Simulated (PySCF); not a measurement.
# The bond of TlTe, level by level

Aim: find the lowest electronic state of TlTe, scan its bond at several levels of theory, and get bond length, wavenumber and dissociation energy from each curve.

Method: Tl def2-SVP with ECP60, Te def2-SVP with ECP28, scalar-relativistic core potentials; program: PySCF 2.14.0.

### Step 1. Set-up

A driver script around PySCF takes these settings:

* atoms: Tl, Te
* charge: 0
* basis: Tl def2-SVP with ECP60, Te def2-SVP with ECP28
* Hamiltonian: scalar-relativistic core potentials
* basis functions: 52
* electrons treated: 45
* masses in u: 204.9744, 129.9062
* levels: PBE0, PBE, r²SCAN, M06-2X, r²SCAN0, M06, HF, MP2, SCS-MP2, CCSD, CCSD(T)
* grid: 80 radial by 434 angular points
* occupations: held fixed by the projection of orbital angular momentum
* dissociation limit: Tl + Te, each in its ground configuration
* starting distance in angstrom: 2.750
* values of 2S to try: 1, 3

The runs that follow: The PBE0 curve of the state that the search chose; Other states along the same grid; PBE; r²SCAN (meta-GGA); M06-2X (hybrid meta-GGA); r²SCAN0; M06 (hybrid meta-GGA); UHF; Correlated methods on the Hartree–Fock reference.

**Question.** What will these runs give? Wanted: for each run, Re; ωe; De; μ.

The runs gave:

Lowest PBE0 solution found, without spin–orbit coupling: ²Π (doublet), unpaired electrons π ↑. State 2 has its PBE0 minimum 0.29 eV higher. State 3 has its PBE0 minimum 2.49 eV higher. The other levels ran on the lowest alone.

```
      level  Re (Å)  ωe (cm⁻¹)  De (eV)  μ (D)
        UHF   2.974      131.2     1.45  -4.47
    UHF-MP2   2.930      140.7     2.23    n/a
UHF-SCS-MP2   2.947      137.6     2.15    n/a
   UHF-CCSD   2.947      137.3     2.12    n/a
UHF-CCSD(T)   2.948      137.1     2.20    n/a
        PBE   2.948      133.3     2.72  -3.23
     r²SCAN   2.929      137.5     2.60  -3.49
       PBE0   2.924      138.0     2.58  -3.57
    r²SCAN0   2.913      140.3     2.49  -3.65
        M06   2.950      136.2     2.81  -3.49
     M06-2X   2.956      133.8     2.22  -4.42
```

De is counted to Tl + Te in their ground configurations. A positive dipole means Tl(−)Te(+).

Differences from CCSD(T) in the same basis:

```csv
level,Re (mÅ),ωe (%)
UHF,+27,-4.3
UHF-MP2,-18,+2.6
UHF-SCS-MP2,-1,+0.4
UHF-CCSD,-1,+0.2
PBE,0,-2.8
r²SCAN,-19,+0.3
PBE0,-24,+0.6
r²SCAN0,-35,+2.3
M06,+2,-0.6
M06-2X,+9,-2.4
```

In words: Judged by CCSD(T) in the same basis: best bond length PBE (0 mÅ), worst r²SCAN0 (-35 mÅ); best wavenumber UHF-CCSD (+0.2 %), worst UHF (-4.3 %). CCSD(T) in a basis this small is itself some way from its limit, more so than the functionals. Of the levels with a De here, UHF gives the least (1.45 eV) and M06 the most (2.81 eV).

Correlated steps freeze 8 core orbitals. These are scalar-relativistic numbers at best; spin–orbit coupling would shift them, the dissociation energy most. With spin–orbit coupling the term label itself may not hold.
